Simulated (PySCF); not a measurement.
**CrH2: relaxation and vibrations of the triplet**

Where does triplet CrH2 go from a linear start, is the end point a minimum, and what are its modes, charges and moments?

Computed with PySCF 2.14.0. Level: B3LYP, basis Cr def2-TZVP, H def2-TZVP, no relativity, density fitting.

### Step 1. Where the work starts

3 atoms, charge 0, spin multiplicity 3.

Bond lengths: Cr1–H2 1.540 Å, Cr1–H3 1.540 Å. Angles: H2–Cr1–H3 180.0°.

Coordinates in bohr (charge 0 multiplicity 3):
```
Cr    0.0000    0.0000    0.0000
H     0.0000    0.0000    2.9102
H     0.0000    0.0000   -2.9102
```

### Step 2. Finding the electronic state

One driver script runs all steps and calls PySCF; scf.py shows how it sets up the SCF of each step. The optimiser is the driver's own. After this first run the driver tries any further starts and a stability analysis.

Input file scf.py:

```python
from pyscf import gto, scf, dft
mol = gto.M(atom='''
Cr     0.000000     0.000000     0.000000
H      0.000000     0.000000     1.540000
H      0.000000     0.000000    -1.540000''',
    basis={'Cr': 'def2-TZVP', 'H': 'def2-TZVP'},
    charge=0, spin=2)
mf = dft.UKS(mol, xc='B3LYP')
mf.grids.atom_grid = (50, 194)
aux = {'Cr': 'def2-universal-JKFIT', 'H': 'def2-universal-JKFIT'}
mf = mf.density_fit(auxbasis=aux)
mf.conv_tol = 1e-08
mf.diis_space = 10
mf.max_cycle = 60
mf.init_guess = 'minao'
mf.verbose = 4
mf.kernel()
```

Run with:

```console
$ OMP_NUM_THREADS=2 python axn.py task.json out
```

Log, cut to the lines that bear on the results:

```text
[... the frontier levels of the middle cycles are left out ...]
init E= -1045.13298473524
[... the frontier-level lines of each cycle are left out ...]
cycle= 1 E= -1044.88795551877  delta_E= 0.245  |g|= 1.27  |ddm|= 1.57
cycle= 2 E= -1039.63178696757  delta_E= 5.26  |g|= 3.02  |ddm|= 5.39
cycle= 3 E= -1045.21865036512  delta_E= -5.59  |g|= 0.673  |ddm|= 5.36
cycle= 4 E= -1045.26891453554  delta_E= -0.0503  |g|= 0.75  |ddm|= 1.04
cycle= 5 E= -1045.40947018204  delta_E= -0.141  |g|= 0.465  |ddm|= 0.211
cycle= 6 E= -1045.49492737335  delta_E= -0.0855  |g|= 0.0838  |ddm|= 0.296
cycle= 7 E= -1045.4983241143  delta_E= -0.0034  |g|= 0.00606  |ddm|= 0.082
cycle= 8 E= -1045.49838148173  delta_E= -5.74e-05  |g|= 0.00225  |ddm|= 0.0125
cycle= 9 E= -1045.49840317801  delta_E= -2.17e-05  |g|= 0.00145  |ddm|= 0.00972
cycle= 10 E= -1045.49841378023  delta_E= -1.06e-05  |g|= 0.000968  |ddm|= 0.00559
cycle= 11 E= -1045.49842330381  delta_E= -9.52e-06  |g|= 0.000984  |ddm|= 0.00519
cycle= 12 E= -1045.4984117775  delta_E= 1.15e-05  |g|= 0.00096  |ddm|= 0.00628
cycle= 13 E= -1045.498344993  delta_E= 6.68e-05  |g|= 0.00093  |ddm|= 0.039
cycle= 14 E= -1045.49829420593  delta_E= 5.08e-05  |g|= 0.00101  |ddm|= 0.0347
[... 18 cycles left out ...]
cycle= 33 E= -1045.49819538269  delta_E= 4.67e-06  |g|= 0.000977  |ddm|= 0.0702
cycle= 34 E= -1045.49819549074  delta_E= -1.08e-07  |g|= 0.000949  |ddm|= 0.00412
cycle= 35 E= -1045.49819564963  delta_E= -1.59e-07  |g|= 0.000813  |ddm|= 0.00207
cycle= 36 E= -1045.49819789611  delta_E= -2.25e-06  |g|= 0.000205  |ddm|= 0.0395
cycle= 37 E= -1045.49819538476  delta_E= 2.51e-06  |g|= 0.000868  |ddm|= 0.0667
cycle= 38 E= -1045.49819541603  delta_E= -3.13e-08  |g|= 0.000826  |ddm|= 0.000123
cycle= 39 E= -1045.49819542851  delta_E= -1.25e-08  |g|= 0.000798  |ddm|= 0.000248
cycle= 40 E= -1045.49819546513  delta_E= -3.66e-08  |g|= 0.000606  |ddm|= 0.00732
cycle= 41 E= -1045.49819560775  delta_E= -1.43e-07  |g|= 0.000338  |ddm|= 0.00814
cycle= 42 E= -1045.498195623  delta_E= -1.52e-08  |g|= 0.00019  |ddm|= 0.00529
cycle= 43 E= -1045.49819566444  delta_E= -4.14e-08  |g|= 1.55e-05  |ddm|= 0.00428
cycle= 44 E= -1045.49819563232  delta_E= 3.21e-08  |g|= 6.07e-05  |ddm|= 0.00675
cycle= 45 E= -1045.49819561506  delta_E= 1.73e-08  |g|= 6.38e-05  |ddm|= 0.00171
cycle= 46 E= -1045.49819561905  delta_E= -3.99e-09  |g|= 1.19e-05  |ddm|= 0.00184
Extra cycle  E= -1045.4981956207  delta_E= -1.66e-09  |g|= 1.38e-05  |ddm|= 6.59e-05
converged SCF energy = -1045.4981956207  <S^2> = 2.0073352  2S+1 = 3.0048861
```

This step, with its further starts and checks, took 13 s on 2 threads of Arm Neoverse V2, shared host.

Energies from each starting density:

```csv
start,energy (Eh)
the minimal-basis guess,-1045.498196
a thermally smeared density,-1045.523452
a smeared PBE density,-1045.523452
```

This is not the lowest solution: one lies 111.9 kJ/mol lower, at -1045.54081 Eh, and the relaxation starts from that.

### Step 3. Linear start, triplet: relaxation

The program finds D∞h symmetry in the start, which this walk keeps. Threshold on the gradient: 0.0003 Eh/bohr, with a further test on the energy change.

Changes to scf.py since step 2:

```diff
@@ -15 +14,0 @@
-mf.init_guess = 'minao'
```

Steps of the walk:

```csv
step,energy (Eh),change (kJ/mol),largest symmetric gradient (Eh/bohr)
0,-1045.540813,0.00,0.05278
1,-1045.552614,-30.98,0.02390
2,-1045.556320,-40.71,0.00630
3,-1045.556644,-41.56,0.00101
4,-1045.556653,-41.59,0.00005
```

The walk took 3.1 s.

After 4 steps and 41.6 kJ/mol it ends at D∞h: Cr–H 1.718 Å (×2); H–Cr–H 180.0°.

### Step 4. Vibrations and properties at this point

The point is checked on the finer grid, and tightened if its gradient asks for it. The Hessian and the dipole derivatives come from central differences of analytic gradients, with steps of 0.02 bohr.

Changes to scf.py since step 3:

```diff
@@ -4,2 +4,2 @@
-H      0.000000     0.000000     1.540000
-H      0.000000     0.000000    -1.540000''',
+H      0.000000     0.000000     1.717739
+H     -0.000000     0.000000    -1.717739''',
@@ -9 +9 @@
-mf.grids.atom_grid = (50, 194)
+mf.grids.atom_grid = (75, 302)
@@ -12 +12 @@
-mf.conv_tol = 1e-08
+mf.conv_tol = 1e-10
```

This SCF starts from the last density.

SCF at the final geometry:

```text
init E= -1045.55664177051
[... the frontier-level lines of each cycle are left out ...]
cycle= 1 E= -1045.55664177051  delta_E= 9.09e-13  |g|= 5.54e-06  |ddm|= 4.46e-06
Extra cycle  E= -1045.55664177048  delta_E= 2.84e-11  |g|= 1.08e-05  |ddm|= 8.47e-06
converged SCF energy = -1045.55664177048  <S^2> = 3.0051814  2S+1 = 3.6084243
```

The whole step took 8.3 s.

Geometry: D∞h; Cr–H 1.718 Å (×2); H–Cr–H 180.0°.

Modes, for the most abundant isotopes:

| ω (cm⁻¹) | IR (km/mol) | μ (u) | type |
| --- | --- | --- | --- |
| 331 | 350 | 1.05 | bend |
| 331 | 350 | 1.05 | bend |
| 1488 | 1573 | 1.05 | stretch |
| 1705 | 0.0 | 1.01 | stretch |

No imaginary mode, so this is a minimum.

The SCF density has lower symmetry than the nuclear frame, so the modes carry no labels; pairs that should be degenerate can split.

Constants and moments:

- Dipole moment: 0.00 D
- Highest occupied level: -6.45 eV
- Lowest empty level: -3.73 eV
- Rotational constants: 2.834 cm⁻¹
- Zero-point energy: 23.1 kJ/mol
- Principal polarisabilities: 23.8, 23.8, 50.8 bohr³
- Atomisation energy without zero-point energy: 269 kJ/mol
- Principal traceless quadrupole moments about the centre of mass: -13.84, 6.92, 6.92 D Å
- Entropy at 298.15 K and 1 bar (electronic part: spin only): 216.6 J/(mol K)
- Heat capacity Cp at 298.15 K: 43.1 J/(mol K)
- Enthalpy at 298.15 K above 0 K: 10.71 kJ/mol
- Rotational symmetry number: 2
- Spin squared ⟨S²⟩: 3.005

Populations by atom (charges in e):

```csv
atom,Mulliken,Löwdin,polar tensor,spin (Mulliken),Mayer order to Cr1
Cr1,0.46,0.52,1.15,2.11,–
"H2,3",-0.23,-0.26,-0.57,-0.06,0.81
```

Outer orbital energies (eV). α occupied: -51.83, -50.87, -50.87, -8.75, -7.70, -7.70, -7.62, -6.52; empty: -3.73, -2.33, 0.65, 0.65. β occupied: -571.13, -77.49, -48.91, -48.91, -48.49, -8.46, -6.58, -6.45; empty: -3.17, -1.70, -1.70, -1.34.

Mulliken populations on Cr1: s 6.63, p 12.40, d 4.50, f 0.00.

### Step 5. What came out

| quantity | value |
| --- | --- |
| minimum | broken-symmetry (Ms = 1), D∞h |
| geometry | Cr–H 1.718 Å (×2); H–Cr–H 180.0° |
| wavenumbers (cm⁻¹) | 331, 331, 1488, 1705 |
| dipole moment | 0.00 D |
| highest occupied, lowest empty level (either spin) | -6.45, -3.73 eV |
| polar-tensor charge of Cr1 | +1.15 e |
| zero-point energy | 23.1 kJ/mol |
| entropy at 298.15 K | 216.6 J/(mol K) |
| atomisation energy (no zero-point energy) | 269 kJ/mol |
| ⟨S²⟩ | 3.005 |

In words: The linear start keeps its D∞h symmetry and ends in a minimum. The determinant is spin-contaminated (⟨S²⟩ = 3.01 against 2.00), so it is no pure spin state. The strongest infrared band lies at 1488 cm⁻¹ (stretch). The dipole vanishes although Cr1 carries +1.1 e by the polar tensor: the bond dipoles cancel. The first SCF alone would have been 112 kJ/mol too high. Only this shape and spin were tried, so other structures or states may lie lower. The SCF density has lower symmetry than the nuclear frame. One determinant may miss the lowest occupation of an open d or f shell.

The search up to here took 25 s.
